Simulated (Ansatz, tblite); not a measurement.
# GaCuSe$_{2}$ with GFN2-xTB from a Python script

These are simulated results from tblite 0.8.0, not measurements. The cell began as a measured structure and was relaxed with r2SCAN in plane waves (Ansatz 0.2.0). All runs are without spin polarisation.

Space group I-42d (No. 122), tetragonal; conventional cell a = 5.608 Å, c = 11.099 Å, 21.82 Å³ an atom. Ga is surrounded by 4 Se at 2.43 Å; Cu is surrounded by 4 Se at 2.41 Å; Se is surrounded by 2 Cu at 2.41 Å and 2 Ga at 2.43 Å.

tblite solves periodic systems at the zone centre alone, so the script builds a cluster of 2×2×1 conventional cells (64 atoms), which folds in a coarse mesh of k points.

run.py reads:

```python
import json
from ase import Atoms
from ase.build import make_supercell
from ase.units import Bohr, GPa, Hartree
from tblite.interface import Calculator

atoms = Atoms(['Ga', 'Ga', 'Cu', 'Cu', 'Se', 'Se', 'Se', 'Se'],
              cell=[[-2.80412968, 2.80412968, 5.54927924], [2.80412968, -2.80412968, 5.54927924], [2.80412968, 2.80412968, -5.54927924]],
              scaled_positions=[[0.5, 0.5, 0.0], [0.25, 0.75, 0.5], [0.0, 0.0, 0.0], [0.75, 0.25, 0.5], [0.375, 0.371358055, 0.496358055], [0.628641945, 0.125, 1.003641945], [0.875, 0.878641945, 0.503641945], [0.121358055, 0.625, -0.003641945]],
              pbc=True)
cluster = make_supercell(atoms, [[0, 2, 2], [2, 0, 2], [1, 1, 0]])
calc = Calculator('GFN2-xTB', cluster.numbers, cluster.positions / Bohr, lattice=cluster.cell[:] / Bohr, periodic=cluster.pbc)
calc.set('temperature', 0.02 / Hartree)
calc.set('max-iter', 150)
res = calc.singlepoint()
levels = res.get('orbital-energies') * Hartree
nv = round(res.get('orbital-occupations').sum() / 2)
cells = len(cluster) // len(atoms)
out = {'energy_per_cell': res.get('energy') * Hartree / cells, 'homo': levels[nv - 1], 'lumo': levels[nv],
       'stress': (-res.get('virial') * Hartree / cluster.get_volume() / GPa).tolist(), 'charges': res.get('charges')[:len(atoms)].tolist(), 'electrons': 2 * nv / cells}
json.dump(out, open('results.json', 'w'))
for key, value in out.items():
    print(key, value)
```

Command: `python run.py`. It took 6 s on 1 thread of Arm Neoverse V1, with other jobs on the host, peak memory 0.14 GiB.

Output:

```
------------------------------------------------------------
  cycle        total energy    energy error   density error
------------------------------------------------------------
      1     -183.5428086175  -1.8391794E+02   2.3577574E-01
      2     -185.7273553890  -2.1845468E+00   1.6578124E-01
      3     -185.9867582057  -2.5940282E-01   6.9078742E-02
      4     -185.9992611678  -1.2502962E-02   3.2364155E-02
      5     -186.0100080625  -1.0746895E-02   1.1920916E-02
      6     -186.0080498456   1.9582170E-03   9.8436564E-03
      7     -186.0100789692  -2.0291236E-03   1.7448598E-03
      8     -186.0101502942  -7.1325006E-05   3.3643294E-04
      9     -186.0101507044  -4.1017194E-07   2.5986226E-04
     10     -186.0101511922  -4.8785338E-07   1.7436073E-04
     11     -186.0101513137  -1.2148917E-07   6.8294099E-05
     12     -186.0101512972   1.6474587E-08   5.5822326E-05
     13     -186.0101513135  -1.6326140E-08   3.2662047E-05
     14     -186.0101513217  -8.1807343E-09   2.6477841E-05
     15     -186.0101513386  -1.6836395E-08   1.3101094E-05
------------------------------------------------------------

 total:                                   5.321 sec
energy_per_cell -632.6992540655893
homo -9.577176177100814
lumo -7.154886768682589
stress [[6.273163069226756, -3.313456982810822e-06, -4.695668678332944e-06], [-3.3134569827849824e-06, 6.273167700668708, -4.793380703884059e-06], [-4.695668678180058e-06, -4.79338070379283e-06, 5.95769356358683]]
charges [0.16072986090746066, 0.16075670791166097, 0.3034483443989503, 0.30347940538945306, -0.2321703394356504, -0.23212005038416786, -0.23215309827636843, -0.23211957696917335]
electrons 52.0
```

The cycle table is in hartree for the whole cluster, and the lines after it are in eV (the energy for one cell). The printed stress is in GPa and positive in compression, and the pressure is its mean diagonal.

GFN2-xTB gives a gap of 2.42 eV. On the same cell, plane-wave PBE (Ansatz, 6×6×6 k points and the special points) gives a gap of 0.18 eV and r2SCAN a gap of 0.56 eV; on shared hosts these took about 52 and 120 core-seconds on the 8-atom cell, against 6 for the script. Semilocal gaps usually lie below measured ones. xTB was fitted to molecules, so gaps, charges and pressures of solids can be far off, and the gap also depends on the size of the cluster.

The same script was run on cells scaled at fixed shape and fractional coordinates:

```csv
volume (Å³/atom),energy (meV/atom),"pressure (GPa, positive in compression)",gap (eV)
19.20,182.3,17.17,3.27
20.51,69.2,10.83,2.98
21.82,0.0,6.17,2.42
23.13,-35.7,2.71,1.78
24.44,-46.7,0.03,1.25
```

The minimum lies beyond the largest of these volumes.

xTB was fitted mostly to molecules, and a small cluster samples few k points, so gaps, pressures and kinks along a curve can be far from a solid's.

The runs are scalar-relativistic, without spin-orbit coupling.
